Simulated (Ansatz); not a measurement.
# CH5InN radical: a ladder of functionals and wavefunction methods

The task here is to estimate one member of a computed series from the others.

Computed with Ansatz 0.2.0, Gaussian basis. Level: functionals in def2-TZVPP, the program's frozen cores in correlated methods.

Levels to be run: LDA (SPW92), PBE-D4, revPBE-D4, BLYP-D4, r2SCAN-D4, B97M-V, PBE0-D4, B3LYP-D4, r2SCANh-D4, r2SCAN0-D4, HSE06-D4, BHLYP-D4, CAM-B3LYP-D4, LC-ωPBE, ωB97X-V, ωB97M-V, B2PLYP, PBE-QIDH; CCSD(T)/def2-SVP; CCSD(T)/def2-TZVPP; MP2/def2-QZVPP; extrapolation to the limit; RPA on PBE.

### Structure used throughout

All runs share one geometry, relaxed beforehand with PBE0-D4 in a triple-zeta def2 set. In takes the def2 core potential; no spin-orbit term is included.

SMILES `[CH3][In][NH2]`, 8 atoms, charge 0, spin multiplicity 2.

Atoms are counted from 1 here; the program's logs count them from 0.

Bond lengths: C1–In2 2.199 Å, C1–H4 1.091 Å, C1–H5 1.089 Å, C1–H6 1.091 Å, In2–N3 2.048 Å, N3–H7 1.009 Å, N3–H8 1.011 Å. Angles: In2–C1–H4 108.6°, In2–C1–H5 110.2°, In2–C1–H6 108.0°, H4–C1–H5 109.6°, H4–C1–H6 110.0°, H5–C1–H6 110.5°, C1–In2–N3 115.0°, In2–N3–H7 120.5°, In2–N3–H8 119.6°, H7–N3–H8 109.4°.

Set-up of the first run:

in.yaml

```yaml
crystal:
  periodic: [false, false, false]
  atoms:
    - {symbol: C, position_ang: [-1.125683, 0.994067, -0.486720]}
    - {symbol: In, position_ang: [0.702911, 0.641978, 0.682445]}
    - {symbol: N, position_ang: [1.332968, -1.305638, 0.738325]}
    - {symbol: H, position_ang: [-1.969632, 1.064175, 0.200406]}
    - {symbol: H, position_ang: [-1.038317, 1.920512, -1.052361]}
    - {symbol: H, position_ang: [-1.263031, 0.146768, -1.160920]}
    - {symbol: H, position_ang: [2.240272, -1.539413, 1.113420]}
    - {symbol: H, position_ang: [1.120511, -1.922450, -0.034584]}
basis:
  gaussian: {orbitals: def2-TZVPP}
magnetization: {spin_polarized: true, initial_magnetization: 1}
hamiltonian: {xc: lda}
output: {orbitals: {seedname: orbitals}}
```

Among the steps run: LDA; PBE-D4 (GGA); revPBE-D4 (GGA); BLYP-D4 (GGA); r2SCAN-D4 (meta-GGA); B97M-V (meta-GGA); PBE0-D4 (hybrid); B3LYP-D4 (hybrid); r2SCANh-D4 (hybrid); r2SCAN0-D4 (hybrid); HSE06-D4 (hybrid); BHLYP-D4 (hybrid); CAM-B3LYP-D4 (range-separated); LC-ωPBE (range-separated); ωB97X-V (range-separated); ωB97M-V (range-separated); B2PLYP (double hybrid); PBE-QIDH (double hybrid).

One of the session's tables, all rows but one given; the rest of the session is left out.

It belongs to the step «Orbital energies across the functionals». 

| functional | HOMO (eV) | LUMO (eV) | gap (eV) |
| --- | --- | --- | --- |
| LDA (SPW92) | -4.38 | -3.65 | 0.73 |
| PBE-D4 | -4.28 | -3.33 | 0.95 |
| revPBE-D4 | -4.24 | -3.21 | 1.03 |
| BLYP-D4 | -4.12 | -3.36 | 0.76 |
| r2SCAN-D4 | -4.61 | -2.99 | 1.62 |
| B97M-V | -4.33 | -3.53 | 0.79 |
| PBE0-D4 | -5.28 | -2.47 | 2.80 |
| B3LYP-D4 | -5.06 | -2.87 | 2.19 |
| r2SCANh-D4 | -4.98 | -2.70 | 2.28 |
| r2SCAN0-D4 | -5.53 | -2.27 | 3.26 |
| HSE06-D4 | -4.89 | -2.84 | 2.05 |
| BHLYP-D4 | -6.11 | -1.78 | 4.33 |
| CAM-B3LYP-D4 | -6.46 | -1.68 | 4.78 |
| LC-ωPBE | ? | ? | ? |
| ωB97X-V | -7.31 | -0.65 | 6.66 |
| ωB97M-V | -7.28 | -0.89 | 6.40 |

Estimate the missing values for LC-ωPBE.

As computed: HOMO (eV): -7.75; LUMO (eV): -0.30; gap (eV): 7.46. In the column «HOMO (eV)» it is the lowest.
